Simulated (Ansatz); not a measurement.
**SnSe₂: a line through a two-coordinate scan**

One line of a two-coordinate grid on SnSe2 (P-3m1, No. 164; 3 atoms in the cell): c/a of the conventional cell is varied, at volume per atom = 26.51 Å³.

The COD entry's cell or inner coordinates are ideal or old and differ from later refinements, so a difference from it is no clean test against experiment.

Computed with Ansatz 0.2.0 (DFT LDA+D3(BJ), scalar-relativistic, plane waves, PAW, unless a step's input says otherwise).

1 further run of the same task is left out (set aside as unsound or not needed).

## (1) The structure to begin with

It takes space group P-3m1 (No. 164, trigonal). The conventional cell has a = 3.780 Å, b = 3.780 Å, c = 5.540 Å, α = 90.00°, β = 90.00°, γ = 120.00°. Sn (site symmetry -3m) is surrounded by 6 Se at 2.69 Å. Se (site symmetry 3m) is surrounded by 3 Sn at 2.69 Å.

Structure file:

```cif
data_structure
_symmetry_space_group_name_H-M 'P-3m1'
_symmetry_Int_Tables_number 164
_cell_length_a 3.7804
_cell_length_b 3.7804
_cell_length_c 5.5405
_cell_angle_alpha 90.000
_cell_angle_beta 90.000
_cell_angle_gamma 120.000
_cell_volume 68.57
loop_
_atom_site_label
_atom_site_type_symbol
_atom_site_symmetry_multiplicity
_atom_site_Wyckoff_symbol
_atom_site_fract_x
_atom_site_fract_y
_atom_site_fract_z
_atom_site_occupancy
Sn1 Sn 1 a 0.00000 0.00000 0.00000 1
Se1 Se 2 d 0.33333 0.66667 0.28422 1
```

This cell was relaxed beforehand with the same method: volume 22.86 Å³/atom, gap on the mesh none (metal).

## (2) The scan

The energy is mapped over volume and the cell's shape.

The axes are (1) volume per atom: 5 values from 19.20 to 26.51 Å³; (2) c/a of the conventional cell: 5 values from 1.222 to 1.758.

Nothing else is relaxed (fractional coordinates fixed). Energies count from the relaxed crystal. Points are written as (first, second).

## (3) Point (26.51 Å³, 1.222)

File input.yaml:

```yaml
crystal:
  lattice:
    - [4.2205310567, 0.0, 0.0]
    - [-2.1102655283, 3.6550871126, 0.0]
    - [0.0, 0.0, 5.156222792]
  atoms:
    - { symbol: Sn, position: [0.0, 0.0, 0.0] }
    - { symbol: Se, position: [0.3333333333, 0.6666666667, 0.2842220663] }
    - { symbol: Se, position: [0.6666666667, 0.3333333333, 0.7157779337] }
basis:
  ecutwfc: 420
kpoints:
  mp_grid: { grid: [15, 15, 8] }
hamiltonian:
  xc: lda
  pseudopotentials: { kind: paw }
  dispersion: d3bj
scf:
  occupations: { method: gaussian, width: 0.15 }
output:
  forces: true
  stress: true
  eigenvalues: true
```

Run with:

```console
$ ansatz run input.yaml --threads 1 --pin off --max-ram 2048MiB --backend cpu --events-out ev --progress --plain --runs-dir out
```

The session goes on with these runs: the other points of the line.

What does the calculation give? Wanted: for each run, c/a of the conventional cell; energy; slope; pressure; largest force on an atom.

The runs gave:

```
c/a of the conventional cell  step  energy (meV/atom)  slope (meV/atom per unit)  pressure (GPa)  largest force on an atom (eV/Å)
                       1.222     3                166                       −407           −8.44                             0.08
                       1.338     4                128                       −231           −8.55                             0.30
                       1.466     5                116                         62           −8.83                             0.77
                       1.605     6                151                        419           −9.04                             1.25
                       1.758     7                239                        729           −8.92                             1.52
```

Energies count from the relaxed crystal. Slopes come from the forces (and the stress, where the cell changes), not from differences of energies.

Along the line the energy is lowest at 1.466, 116 meV/atom from the zero. A fit to energies and slopes at the lowest point and its two neighbours puts the minimum at 1.4416, with a curvature of about 2500 meV/atom per (unit)². The highest point computed, at 1.758, lies 123 meV/atom above the lowest. This is one cut through a surface in two coordinates; the map's lowest point lies off it.
